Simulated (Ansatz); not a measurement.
# NiMoIrPdW (P3m1) in Ansatz: relaxation of cell and atoms with LDA

Aim: the relaxation of cell and atoms of NiMoIrPdW with LDA.

All numbers are computed with Ansatz 0.2.0; they aren't measurements. Logs are shortened: lines on timing, memory, paths and dates and some standing lists are left out, and cuts for length are marked.

### 1 The crystal as given

Symmetry: P3m1, No. 156, trigonal system. The conventional cell has a = 2.766 Å, b = 2.766 Å, c = 11.023 Å, α = 90.00°, β = 90.00°, γ = 120.00°. Around Ni (site symmetry 3m) lie 3 Mo at 2.60 Å and 3 Pd at 2.71 Å and 6 Ni at 2.77 Å. Mo (site symmetry 3m) has 3 Ni at 2.60 Å and 6 Mo at 2.77 Å and 3 Ir at 2.82 Å as nearest neighbours. Around Pd (site symmetry 3m) lie 3 Ni at 2.71 Å and 3 W at 2.74 Å and 6 Pd at 2.77 Å. Ir (site symmetry 3m) is surrounded by 3 W at 2.74 Å and 6 Ir at 2.77 Å and 3 Mo at 2.82 Å. Around W (site symmetry 3m) lie 3 Pd at 2.74 Å and 3 Ir at 2.74 Å and 6 W at 2.77 Å.

The cell was built by a generator and needn't be a form met in nature.

### 2 Relaxation of cell and atoms, LDA, collinear spin, ferromagnetic start

input.yaml reads:

```yaml
crystal:
  lattice:
    - [2.76616, 0.0, 0.0]
    - [-1.38308, 2.39557, 0.0]
    - [0.0, 0.0, 11.02292]
  atoms:
    - { symbol: Ni, position: [0.33333, 0.66667, 0.59712], spin: 1.0 }
    - { symbol: Mo, position: [0.0, 0.0, 0.41074], spin: 1.0 }
    - { symbol: Pd, position: [0.66667, 0.33333, 0.7952] }
    - { symbol: Ir, position: [0.66667, 0.33333, 0.1996], spin: 0.6 }
    - { symbol: W, position: [0.33333, 0.66667, 0.99734] }
hamiltonian:
  xc: lda
  pseudopotentials: { kind: paw }
magnetization:
  spin_polarized: true
kpoints:
  mp_grid: { grid: [8, 8, 2] }
scf:
  occupations: { method: fermi_dirac, width: 0.05 }
output:
  forces: true
  stress: true
  eigenvalues: true
relax:
  f_tol: 0.01
  max_steps: 40
  cell: { stress_tol: 0.05 }
```

Potentials or basis: Ansatz PAW.

The run is started by

```console
> ansatz run input.yaml --threads 8 --pin off --max-ram 20480MiB --backend cpu --events-out ev --progress --plain --runs-dir out
```

Log:

```text
Warning: the atoms were moved onto the symmetric positions of the space group found under crystal.symmetry.tolerance 1.0e-5 (fractional; no operation is sought that the atoms, as they stand in a round, miss by more than twice it, and no atom is moved by as much as it), and the run uses the moved positions. Before a round's move an operation carried an atom to 2.77e-5 Å from where it should land, the largest such distance. Atom 0 (counting from 0) moved farthest, by 1.60e-5 Å; the longest move in fractions of the cell, of whichever atom, is 0.47 of the tolerance, in 1 round. To run the atoms as typed, lower crystal.symmetry.tolerance until the operations that they miss are no longer found, or set crystal.symmetry.detect: false (a key that needs symmetry detection or time reversal refuses this as the deck is read). The positions used, in the order of the run's atom list: position: [0.3333333333333333, 0.6666666666666666, 0.59712]; position: [0.0, 0.0, 0.41074]; position: [0.6666666666666666, 0.3333333333333333, 0.7952]; position: [0.6666666666666666, 0.3333333333333333, 0.1996]; position: [0.3333333333333333, 0.6666666666666666, 0.99734]; The lattice was moved too: crystal.lattice keeps the space group found at crystal.symmetry.tolerance 1.0e-5 only nearly: the operation that it misses by the most changes a squared length by the fraction 3.74e-6. The run uses the lattice that is a stretch of the typed one, with no rotation, onto the one that keeps every operation to a double's rounding (on a very oblique basis the stretch itself rounds by more); the deck's lattice vector that moved farthest moved by 2.98e-6 Å. To run the lattice as typed, set crystal.symmetry.tolerance under 3.73e-6, the least fraction by which an operation that the lattice misses changes a squared length (the same key also sets how far an atom may lie from its image, so lowering it can lose operations that the atoms keep only within it), or set crystal.symmetry.detect: false, as for the atoms. crystal.lattice made exact, in Å and degrees: [[2.766162984364202, 0.0, 0.0], [-1.383081492182101, 2.3955674154675757, 0.0], [0.0, 0.0, 11.02292]]. Pasted over the deck's crystal.lattice, beside positions in fractional coordinates, it runs the same cell (given as lengths and angles, that cell in the form's own orientation, a rigid turn of the misfit's size from the one run here, for which a checkpoint.post_process_only pass over this run's state can be refused: where this run relaxes nothing, give such a pass this deck's own crystal.lattice, as typed; behind a relaxation, as crystal.lattice, the state's own cell, identity.cell in its checkpoint.json), and a matrix so pasted ends this notice, except on a very skew basis of the lattice, where the rounding of the pasted numbers themselves can read as a misfit: the cell is then moved again, and that move is told again. The lattice as run is in this notice's lattice.as_run_ang field (Run.prep()["deck_notices"] in Python, the deck_notice line of an events file, deck_notices of ansatz run --dry-run=json, or deck_notices in record.json in the deck's checkpoint.write directory).
Warning: RAYON_NUM_THREADS=8 ignored (pool sized by the plan → 8); use --threads N
Engine: ansatz 0.2.0, aarch64-unknown-linux-gnu
Pseudopotentials: kind: paw
Pseudopotential: Ni, paw, valence charge 18, recommended cutoff 420 eV (normal), Ni.paw.azcp
Pseudopotential: Mo, paw, valence charge 14, recommended cutoff 420 eV (normal), Mo.paw.azcp
Pseudopotential: Pd, paw, valence charge 18, recommended cutoff 420 eV (normal), Pd.paw.azcp
Pseudopotential: Ir, paw, valence charge 17, recommended cutoff 420 eV (normal), Ir.paw.azcp
Pseudopotential: W, paw, valence charge 14, recommended cutoff 420 eV (normal), W.paw.azcp
[... 229 lines left out ...]
        0.003161       0.000000       0.000000
        0.000000       0.003161       0.000000
        0.000000       0.000000       0.011284
  P = ⅓ Tr σ = 0.0059 GPa (0.059 kbar)
--- Band table (eV; the first three rows and the last of 40) ---
  k-point 0 ↑: bands = ["-80.1066", "-70.6014", "-62.6134", "-51.7850", "-41.0751", "-40.8306", "-40.8306", "-38.7126", "-28.5324", "-28.1402", "-28.1402", "-27.3939", "-27.1317", "-27.1317", "-16.2237", "-15.3009", "-15.3009", "-12.9459", "-12.0321", "-12.0321", "12.3941", "14.2573", "14.9932", "15.7948", "16.7389", "18.6211", "18.6211", "18.7078", "18.7225", "18.7225", "19.4153", "19.7274", "19.7274", "20.2641", "20.2641", "20.3059", "20.5328", "20.5328", "21.0477", "21.0477", "21.2344", "21.7946", "21.7946", "21.9976", "22.5301", "22.5301", "24.6696", "24.6696", "25.5643", "25.5643", "32.1446"]
  k-point 1 ↑: bands = ["-80.1066", "-70.6014", "-62.6134", "-51.7850", "-41.0751", "-40.8306", "-40.8306", "-38.7126", "-28.5324", "-28.1402", "-28.1402", "-27.3939", "-27.1317", "-27.1317", "-16.2237", "-15.3009", "-15.3009", "-12.9459", "-12.0321", "-12.0321", "12.4499", "14.0044", "15.0408", "15.9858", "16.8687", "18.6214", "18.6214", "18.7226", "18.7226", "18.8684", "19.2516", "19.6941", "19.6941", "20.0978", "20.3685", "20.3685", "20.5698", "20.6331", "20.6331", "20.7775", "20.7775", "21.9322", "21.9322", "22.5025", "22.5025", "22.8513", "24.6440", "24.6440", "25.5775", "25.5775", "31.1531"]
  k-point 2 ↑: bands = ["-80.1056", "-70.5950", "-62.6069", "-51.7655", "-41.0735", "-40.8403", "-40.8330", "-38.6781", "-28.5249", "-28.1948", "-28.1535", "-27.3812", "-27.2228", "-27.1535", "-16.1933", "-15.5186", "-15.3502", "-12.9119", "-12.2560", "-12.0825", "13.0132", "14.8337", "15.4646", "16.2298", "17.0550", "18.1286", "18.4365", "18.7301", "19.0116", "19.0379", "19.1438", "19.3271", "19.6462", "19.7086", "20.2376", "20.3781", "20.4267", "20.6447", "20.6990", "21.0013", "21.1104", "21.5505", "22.1163", "22.2693", "22.7229", "22.8791", "24.5873", "25.3761", "25.4818", "26.2874", "32.5238"]
  k-point 19 ↓: bands = ["-80.0990", "-70.5530", "-62.5646", "-51.6367", "-41.0631", "-40.8845", "-40.8671", "-38.4469", "-28.4762", "-28.4423", "-28.3445", "-27.6294", "-27.4687", "-27.2981", "-16.4477", "-16.0780", "-15.9921", "-13.2212", "-12.8361", "-12.6851", "16.3452", "16.5389", "17.0105", "17.2468", "17.5652", "17.6516", "17.9103", "17.9894", "18.4034", "18.7548", "18.8642", "19.3033", "19.6815", "20.0866", "20.4338", "20.7637", "21.3550", "21.6325", "22.1574", "22.3755", "22.5007", "22.8106", "23.8910", "24.2697", "24.7503", "26.7241", "27.1628", "28.5383", "29.0836", "29.3975", "30.8078"]
--- Relaxed structure (6 steps of the walk, 5 accepted, 1 SCFs on fresh bases) ---
  F+E_penalty+E_count = -39254.06911161 eV   max|allowed force component| = 4.099e-3 eV/Å   (the final SCF, on the basis selected at the relaxed cell)
  cell:  # Å, volume = 69.0573 Å³
    - [2.7157872384517057, -1.864277099823984e-18, -1.1482063019960242e-17]
    - [-1.3578936192258528, 2.351940739772764, 5.741031509980121e-18]
    - [-4.575502702458116e-17, -2.7138697516955573e-33, 10.811538340643711]
  atoms:
    - { symbol: Ni, position: [0.3333333333333333, 0.6666666666666666, 0.5979918198326439] }
    - { symbol: Mo, position: [7.335963704564044e-19, -9.151276354632004e-34, 0.41239816618425723] }
    - { symbol: Pd, position: [0.6666666666666666, 0.3333333333333333, 0.7932583328363297] }
    - { symbol: Ir, position: [0.6666666666666666, 0.3333333333333333, 0.20037534489320524] }
    - { symbol: W, position: [0.3333333333333333, 0.6666666666666666, 0.995976336253564] }
```

Run time: 28 s. Hardware: 8 threads of Arm Neoverse V1, shared host; peak memory 0.61 GiB.

What came out:

```yaml
Free_energy: -39254.0691 eV
Relaxed_volume: 13.81 Å³/atom
Relaxed_cell: a = 2.716 Å, b = 2.716 Å, c = 10.812 Å, α = 90.00°, β = 90.00°, γ = 120.00°
Space_group_after_relaxing_to_0.05_Å: P3m1 (No. 156)
Energy_gained_by_relaxing: 37.2 meV/atom
Ionic_steps: 6
Pressure_after_relaxing: 0.0 GPa
Largest_force_after_relaxing: 0.004 eV/Å
Band_gap_on_the_k_mesh: none (metal or under the smearing width)
Net_moment: 0.00 μB per cell
Absolute_moment: 0.00 μB per cell
```

Forces in eV/Å, atoms in the order of the input:
```
Ni   0.000  0.000  0.004
Mo   0.000  0.000  0.000
Pd   0.000  0.000 -0.003
Ir   0.000  0.000 -0.002
W    0.000  0.000  0.000
```

The path:
| step | energy change (eV) | largest force (eV/Å) | volume (Å³) |
| --- | --- | --- | --- |
| 1 | 0.0000 | 0.1294 | 73.04 |
| 2 | -0.1799 | 0.1067 | 69.75 |
| 3 | -0.1868 | 0.0453 | 68.98 |
| 4 | -0.1870 | 0.0187 | 69.05 |
| 5 | -0.1870 | 0.0041 | 69.06 |
| 6 | -0.1859 | 0.0041 | 69.06 |

Final structure:
```xyz
5
Lattice="2.7158 0.0000 0.0000 -1.3579 2.3519 0.0000 0.0000 0.0000 10.8115" Properties=species:S:1:pos:R:3 pbc="T T T"
Ni    0.0000    1.5680    6.4652
Mo    0.0000    0.0000    4.4587
Pd    1.3579    0.7840    8.5763
Ir    1.3579    0.7840    2.1664
W     0.0000    1.5680   10.7680
```

Caveat: the plane-wave basis is chosen anew once the cell has moved, so the energies of steps on either side of that aren't comparable; the PAW data sets come from PBE, with cores solved anew for the run's functional, which leaves a small shift of forces and pressure; the starting moments weren't kept. Spin-orbit coupling is left out, which matters for the levels of Ir, W.
